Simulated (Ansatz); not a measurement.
# SiTeS: the cost of one run

Method: DFT PBE, scalar-relativistic, plane waves, PAW, in Ansatz 0.2.0.

## Step 1: The system as given

Symmetry: P4mm, No. 99, tetragonal system. Conventional cell: a = 4.358 Å, b = 4.358 Å, c = 4.412 Å, α = 90.00°, β = 90.00°, γ = 90.00°. Si (site symmetry 4mm) is surrounded by 4 Te at 3.27 Å and 4 S at 3.30 Å. Te (site symmetry 4mm) is surrounded by 2 S at 2.15 to 2.26 Å. Around S (site symmetry 4mm) lie 2 Te at 2.15 to 2.26 Å.

Coordinates:

```xyz
3
Lattice="4.3578 0.0000 0.0000 0.0000 4.3578 0.0000 0.0000 0.0000 4.4123" Properties=species:S:1:pos:R:3 pbc="T T T"
Si    2.1789    2.1789    0.8846
Te    0.0000    0.0000    1.9752
S     0.0000    0.0000    4.1269
```

A structure generator made this guess: random cell by space group and Wyckoff sites (P4mm, No. 99). The dimensions are guesses.

## Step 2: Probe: one point on a coarse mesh

Input file input.yaml:

```yaml
crystal:
  lattice:
    - [4.35782179, 0.0, 0.0]
    - [0.0, 4.35782179, 0.0]
    - [0.0, 0.0, 4.41226587]
  atoms:
    - { symbol: Si, position: [0.5, 0.5, 0.20048943] }
    - { symbol: Te, position: [0.0, 0.0, 0.44765336] }
    - { symbol: S, position: [0.0, 0.0, 0.93532743] }
basis:
  ecutwfc: 420
kpoints:
  mp_grid: { grid: [4, 4, 4] }
hamiltonian:
  xc: pbe
scf:
  occupations: { method: gaussian, width: 0.1 }
  lower_state_search: "off"
output:
  forces: true
  stress: true
  eigenvalues: true
```

Run with:

```bash
ansatz run input.yaml --threads 1 --pin off --max-ram 2560MiB --backend cpu --events-out ev --progress --plain --runs-dir out
```

What time and memory should one allow on 1 thread of Intel Xeon at 2.50GHz (Skylake/Cascade Lake), shared host?

About 5.1 s, with a peak of 0.36 GiB.
